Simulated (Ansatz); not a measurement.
# BFH₃NO (built from SMILES NB(O)F): a reaction path by the nudged elastic band

What path joins these two structures, and how high does it climb? Both ends were relaxed at PBE0-D4 in triple zeta. A second band with other settings follows.

Program: Ansatz 0.2.0, Gaussian basis. Level of theory: PBE0-D4/def2-SVP. These are calculated values, not measurements.

16 further runs of the same task are left out: 16 set aside as unsound or not needed.

### Step 1. The system as given

The first end: 7 atoms, charge 0, spin multiplicity 1.

Atoms are counted from 1 here; the program's logs count them from 0.

Bond lengths: B1–O2 1.364 Å, B1–N3 1.398 Å, B1–F5 1.346 Å, O2–H6 0.959 Å, N3–H4 1.003 Å, N3–H7 1.003 Å. Angles: O2–B1–N3 121.1°, O2–B1–F5 119.6°, N3–B1–F5 119.4°, B1–O2–H6 112.4°, B1–N3–H4 122.3°, B1–N3–H7 122.4°, H4–N3–H7 115.3°.

Coordinates:

```xyz
7
BFH3NO
B    -0.2391   -0.0918    0.2432
O     0.4117   -1.2021    0.6949
N     0.3001    0.6944   -0.7797
H     1.1758    0.4773   -1.2176
F    -1.4196    0.2544    0.7898
H    -0.0682   -1.6467    1.3962
H    -0.1607    1.5145   -1.1269
```

The second end:

```xyz
7
BFH3NO
B    -0.5096    0.2511    0.0219
O     0.3353   -1.1182    0.2715
N     0.1996    0.9652   -0.8240
H     1.1069   -0.8068   -0.2464
F    -1.6040    0.1570    0.7787
H     0.5912   -1.2962    1.1855
H    -0.1196    1.8480   -1.1872
```

### Step 2. The band at PBE0-D4/def2-SVP

The input, neb/in.yaml:

```yaml
crystal:
  periodic: [false, false, false]
  atoms:
    - {symbol: B, position_ang: [-0.239124, -0.091772, 0.243243]}
    - {symbol: O, position_ang: [0.411684, -1.202109, 0.694891]}
    - {symbol: N, position_ang: [0.300073, 0.694435, -0.779663]}
    - {symbol: H, position_ang: [1.175837, 0.477333, -1.217562]}
    - {symbol: F, position_ang: [-1.419640, 0.254389, 0.789820]}
    - {symbol: H, position_ang: [-0.068233, -1.646734, 1.396163]}
    - {symbol: H, position_ang: [-0.160696, 1.514458, -1.126891]}
basis:
  gaussian: {orbitals: def2-SVP}
hamiltonian: {xc: pbe0, dispersion: d4}
neb:
  images: 5
  climbing: true
  max_iterations: 40
  initial_path: idpp
  final_atoms:
    - {symbol: B, position_ang: [-0.509633, 0.251119, 0.021948]}
    - {symbol: O, position_ang: [0.335337, -1.118189, 0.271486]}
    - {symbol: N, position_ang: [0.199639, 0.965213, -0.824006]}
    - {symbol: H, position_ang: [1.106921, -0.806830, -0.246386]}
    - {symbol: F, position_ang: [-1.603963, 0.156957, 0.778680]}
    - {symbol: H, position_ang: [0.591230, -1.296226, 1.185523]}
    - {symbol: H, position_ang: [-0.119631, 1.847957, -1.187245]}
```

Run with:

```console
ansatz run in.yaml --threads 2 --pin off --events-out ev --progress --plain --max-ram 4352MiB
```

The program printed, shortened:

```text
Functional definition: PBE0
  name "PBE0"
  cite "Adamo & Barone, J. Chem. Phys. 110, 6158 (1999) doi:10.1063/1.478522"
  cite "Perdew, Burke & Ernzerhof, Phys. Rev. Lett. 77, 3865 (1996) doi:10.1103/PhysRevLett.77.3865"
  parent pbe
[...]
767 factors; integrals over basis functions are off by at most 2.9e-4 eV
[...]
mean field -6970.79849572 eV, -256.1721197407 hartree, gradient 2.5e-5 eV, S^2 0.000000; 0 other end points of the search recorded, 0 dependent functions left out
[...]
reference -6970.79851600 eV, -256.1721204862 hartree; 16, 16 occupied and 55, 55 virtual orbitals, 767 factors
[... from here to the last solve, the lines of the solves are left out (91 solves) ...]
WARN: NEB end point (image 0): max|allowed force component| = 2.568e-1 eV/Å (the criterion of neb.relax_end_points is 1.000e-2). That is over neb.f_tol: it is no minimum, so the barrier can be far off. Relax it first
WARN: NEB end point (image 6): max|allowed force component| = 2.342e-1 eV/Å (the criterion of neb.relax_end_points is 1.000e-2). That is over neb.f_tol: it is no minimum, so the barrier can be far off. Relax it first
NEB iter   1: max|band force component| = 4.098e0 eV/Å  barrier→ = 4.2528 eV  barrier← = 1.1529 eV  Δτ_max = 0.2000 Å  (168 SCF iters)
[...]
NEB iter   3: max|band force component| = 1.117e1 eV/Å  barrier→ = 3.1313 eV  barrier← = 0.0315 eV  Δτ_max = 0.0989 Å  (139 SCF iters)
[...]
NEB iter   5: max|band force component| = 5.203e-1 eV/Å  barrier→ = 3.1075 eV  barrier← = 0.0076 eV  Δτ_max = 0.0712 Å  (118 SCF iters)
[...]
NEB iter   7: max|band force component| = 2.372e-1 eV/Å  barrier→ = 3.1027 eV  barrier← = 0.0029 eV  CI = image 5  Δτ_max = 0.0365 Å  (121 SCF iters)
[...]
NEB iter   9: max|band force component| = 1.155e-1 eV/Å  barrier→ = 3.1017 eV  barrier← = 0.0018 eV  CI = image 5  Δτ_max = 0.0100 Å  (116 SCF iters)
[...]
NEB iter  10: max|band force component| = 3.235e-2 eV/Å  barrier→ = 3.1017 eV  barrier← = 0.0019 eV  CI = image 5  CI's point: of a kind that is not told: the force calls were inconclusive, a negative curvature could not be distinguished from the path's own, the only one lies far off the [...]
Total energy: -6967.76609974 eV, -256.0606812440 hartree
Atom 0 at    -0.564746     0.127788     0.071732 Å, force     0.006753    -0.001177    -0.002104 eV/Å
Atom 1 at     0.387336    -1.146541     0.171041 Å, force    -0.000381     0.005069    -0.003646 eV/Å
Atom 2 at     0.207355     0.940421    -0.644818 Å, force    -0.001414     0.000932    -0.000771 eV/Å
Atom 3 at     0.975449    -0.453665    -0.365344 Å, force    -0.000645    -0.006311     0.004316 eV/Å
Atom 4 at    -1.720682    -0.032694     0.703316 Å, force    -0.003037    -0.000202     0.001637 eV/Å
Atom 5 at     0.754039    -1.292551     1.054903 Å, force     0.000030     0.001198    -0.000285 eV/Å
Atom 6 at    -0.038851     1.857241    -0.990830 Å, force    -0.001308     0.000490     0.000852 eV/Å
Dipole moment:     0.353306    -0.273805     0.313989 e Å
```

Run time: 64 s. Hardware: 2 threads of Intel Xeon Platinum 8488C, shared host.

The last band:

| image | path (Å) | energy (kJ/mol) | O2–H4 (Å) | B1–O2 (Å) | N3–H4 (Å) |
| --- | --- | --- | --- | --- | --- |
| 0 | 0.00 | 0.0 | 2.66 | 1.36 | 1.00 |
| 1 | 0.45 | 12.0 | 2.51 | 1.37 | 1.01 |
| 2 | 0.89 | 34.1 | 2.40 | 1.37 | 1.01 |
| 3 | 1.34 | 79.0 | 1.99 | 1.39 | 1.02 |
| 4 | 1.79 | 222.1 | 1.46 | 1.47 | 1.19 |
| 5 | 2.24 | 299.3 | 1.06 | 1.59 | 1.62 |
| 6 | 2.69 | 299.1 | 0.98 | 1.63 | 2.07 |

The highest image, 5:

```
B    -0.5647    0.1278    0.0717
O     0.3873   -1.1465    0.1710
N     0.2074    0.9404   -0.6448
H     0.9754   -0.4537   -0.3653
F    -1.7207   -0.0327    0.7033
H     0.7540   -1.2926    1.0549
H    -0.0389    1.8572   -0.9908
```

### Step 3. The band at CAM-B3LYP-D4/def2-SVP, other settings

Edit neb/in.yaml of step 2 so:

```diff
@@ -12,8 +12,9 @@
   gaussian: {orbitals: def2-SVP}
-hamiltonian: {xc: pbe0, dispersion: d4}
+hamiltonian: {xc: {name: CAM-B3LYP}, dispersion: d4}
 neb:
   images: 5
-  climbing: true
-  max_iterations: 40
+  climbing: false
+  max_iterations: 60
   initial_path: idpp
+  max_displacement: 0.1
   final_atoms:
```

Run with:

```console
ansatz run in.yaml --threads 2 --pin off --events-out ev --progress --plain --max-ram 4352MiB
```

The program printed:

```text
Functional definition: CAM-B3LYP
  name "CAM-B3LYP"
  cite "Yanai, Tew & Handy, Chem. Phys. Lett. 393, 51 (2004) doi:10.1016/j.cplett.2004.06.011"
  cite "Iikura, Tsuneda, Yanai & Hirao, J. Chem. Phys. 115, 3540 (2001) doi:10.1063/1.1383587"
  cite "Becke, Phys. Rev. A 38, 3098 (1988) doi:10.1103/PhysRevA.38.3098"
  cite "Lee, Yang & Parr, Phys. Rev. B 37, 785 (1988) doi:10.1103/PhysRevB.37.785"
  cite "Vosko, Wilk & Nusair, Can. J. Phys. 58, 1200 (1980) doi:10.1139/p80-159"
  parameter alpha = 0.19
  parameter beta = 0.46
  parameter omega = 0.33/bohr
  parameter ac = 0.81
  # Exact exchange under (alpha + beta erf(omega r))/r, Becke's under what is left of 1/r.
  exchange = (1 - alpha - beta)*b88_x + beta*b88_x_sr(omega) + alpha*exact_x + beta*exact_x_lr(omega)
  correlation = (1 - ac)*vwn5_c + ac*lyp_c
767 factors; integrals over basis functions are off by at most 2.9e-4 eV
208 factors; integrals over basis functions are off by at most 1.3e-6 eV
mean field evaluation 1: about -6969.2153 eV, gradient 6.1e1 eV
mean field evaluation 2: about -6968.5955 eV, gradient 6.5e1 eV
mean field evaluation 4: about -6975.8597 eV, gradient 2.1e0 eV
mean field evaluation 8: about -6975.8661 eV, gradient 6.0e-2 eV
mean field -6975.86610832 eV, -256.3583510690 hartree, gradient 2.5e-5 eV, S^2 0.000000; 0 other end points of the search recorded, 0 dependent functions left out
the calculation of the forces begins
reference -6975.86620005 eV, -256.3583544399 hartree; 16, 16 occupied and 55, 55 virtual orbitals, 767 factors
[... from here to the last solve, the lines of the solves are left out (89 solves) ...]
WARN: NEB end point (image 0): max|allowed force component| = 3.027e-1 eV/Å (the criterion of neb.relax_end_points is 1.000e-2). That is over neb.f_tol: it is no minimum, so the barrier can be far off. Relax it first
WARN: NEB end point (image 6): max|allowed force component| = 4.189e-1 eV/Å (the criterion of neb.relax_end_points is 1.000e-2). That is over neb.f_tol: it is no minimum, so the barrier can be far off. Relax it first
NEB iter   1: max|band force component| = 4.067e0 eV/Å  barrier→ = 4.3011 eV  barrier← = 1.1624 eV  Δτ_max = 0.1000 Å  (179 SCF iters)
NEB iter   2: max|band force component| = 3.746e0 eV/Å  barrier→ = 3.5497 eV  barrier← = 0.4110 eV  Δτ_max = 0.1000 Å  (141 SCF iters)
NEB iter   3: max|band force component| = 3.154e0 eV/Å  barrier→ = 3.2359 eV  barrier← = 0.0973 eV  Δτ_max = 0.1000 Å  (140 SCF iters)
NEB iter   4: max|band force component| = 2.082e0 eV/Å  barrier→ = 3.2018 eV  barrier← = 0.0631 eV  Δτ_max = 0.1000 Å  (134 SCF iters)
NEB iter   5: max|band force component| = 2.277e0 eV/Å  barrier→ = 3.1817 eV  barrier← = 0.0430 eV  Δτ_max = 0.0502 Å  (135 SCF iters)
NEB iter   6: max|band force component| = 1.118e0 eV/Å  barrier→ = 3.1702 eV  barrier← = 0.0315 eV  Δτ_max = 0.0501 Å  (126 SCF iters)
NEB iter   7: max|band force component| = 4.883e-1 eV/Å  barrier→ = 3.1658 eV  barrier← = 0.0271 eV  Δτ_max = 0.0332 Å  (126 SCF iters)
NEB iter   8: max|band force component| = 1.494e-1 eV/Å  barrier→ = 3.1638 eV  barrier← = 0.0251 eV  Δτ_max = 0.0543 Å  (127 SCF iters)
NEB iter   9: max|band force component| = 3.425e-1 eV/Å  barrier→ = 3.1648 eV  barrier← = 0.0261 eV  Δτ_max = 0.0274 Å  (124 SCF iters)
NEB iter  10: max|band force component| = 2.246e-1 eV/Å  barrier→ = 3.1663 eV  barrier← = 0.0277 eV  Δτ_max = 0.0273 Å  (125 SCF iters)
NEB iter  11: max|band force component| = 1.878e-1 eV/Å  barrier→ = 3.1672 eV  barrier← = 0.0285 eV  Δτ_max = 0.0148 Å  (124 SCF iters)
NEB iter  12: max|band force component| = 6.200e-2 eV/Å  barrier→ = 3.1677 eV  barrier← = 0.0291 eV  Δτ_max = 0.0274 Å  (127 SCF iters)
NEB iter  13: max|band force component| = 7.505e-2 eV/Å  barrier→ = 3.1670 eV  barrier← = 0.0283 eV  Δτ_max = 0.0137 Å  (125 SCF iters)
208 factors; integrals over basis functions are off by at most 9.3e-7 eV
mean field evaluation 640: about -6972.5424 eV, gradient 4.7e-5 eV
mean field -6972.54236574 eV, -256.2362057818 hartree, gradient 1.7e-6 eV, S^2 0.000000; 0 other end points of the search recorded, 0 dependent functions left out
the calculation of the forces begins
reference -6972.54245876 eV, -256.2362092006 hartree; 16, 16 occupied and 55, 55 virtual orbitals, 769 factors
NEB iter  14: max|band force component| = 4.541e-2 eV/Å  barrier→ = 3.1664 eV  barrier← = 0.0278 eV  Δτ_max = 0.0000 Å  (563 SCF iters)
Total energy: -6972.76805447 eV, -256.2444996899 hartree
Atom 0 at    -0.569830     0.129122     0.075776 Å, force     0.002228     0.024896    -0.003888 eV/Å
Atom 1 at     0.381901    -1.148605     0.177760 Å, force     0.027636     0.002761     0.004786 eV/Å
Atom 2 at     0.203709     0.937622    -0.635336 Å, force    -0.013632     0.024821    -0.019137 eV/Å
Atom 3 at     0.962890    -0.470777    -0.383455 Å, force     0.041205    -0.058895     0.032578 eV/Å
Atom 4 at    -1.731326    -0.029340     0.693394 Å, force     0.026250    -0.005460     0.011404 eV/Å
Atom 5 at     0.778261    -1.275588     1.054536 Å, force    -0.047487    -0.019203    -0.013421 eV/Å
Atom 6 at    -0.025704     1.857565    -0.982673 Å, force    -0.036200     0.031080    -0.012322 eV/Å
Dipole moment:     0.365352    -0.268299     0.307165 e Å
```

Run time: 73 s. Hardware: 2 threads of Intel Xeon Platinum 8488C, shared host.

The last band:

| image | path (Å) | energy (kJ/mol) | O2–H4 (Å) | B1–O2 (Å) | N3–H4 (Å) |
| --- | --- | --- | --- | --- | --- |
| 0 | 0.00 | 0.0 | 2.66 | 1.36 | 1.00 |
| 1 | 0.47 | 12.7 | 2.54 | 1.36 | 1.01 |
| 2 | 0.94 | 32.8 | 2.49 | 1.37 | 1.01 |
| 3 | 1.41 | 72.0 | 2.07 | 1.39 | 1.02 |
| 4 | 1.88 | 219.7 | 1.49 | 1.46 | 1.18 |
| 5 | 2.35 | 305.5 | 1.05 | 1.60 | 1.62 |
| 6 | 2.82 | 302.8 | 0.98 | 1.63 | 2.07 |

The highest image, 5:

```
B    -0.56983    0.12912    0.07578
O     0.38190   -1.14861    0.17776
N     0.20371    0.93762   -0.63534
H     0.96289   -0.47078   -0.38345
F    -1.73133   -0.02934    0.69339
H     0.77826   -1.27559    1.05454
H    -0.02570    1.85756   -0.98267
```

### Step 4. Results

| quantity | value |
| --- | --- |
| PBE0-D4/def2-SVP, 10 iterations | highest 299.3 kJ/mol (image 5), last end +299.1 kJ/mol |
| CAM-B3LYP-D4/def2-SVP, 14 iterations | highest 305.5 kJ/mol (image 5), last end +302.8 kJ/mol |
| from earlier runs: barrier over the separately found saddle, CCSD(T)/def2-TZVPP | 305.0 kJ/mol |

**Reading.** The highest image lies 299.3 kJ/mol above the first end, and it climbed, so it estimates the saddle. The ends are not quite minima at this level (largest force component 0.26 eV/Å), so the heights are unreliable: relaxing the first end would lower it and raise the barrier above it. The highest image is 5.7 kJ/mol below the CCSD(T) barrier in triple zeta, which comes from separate runs on the saddle. The second band's highest image lies at 305.5 kJ/mol; the levels differ, and it didn't climb, so it lies under its saddle.
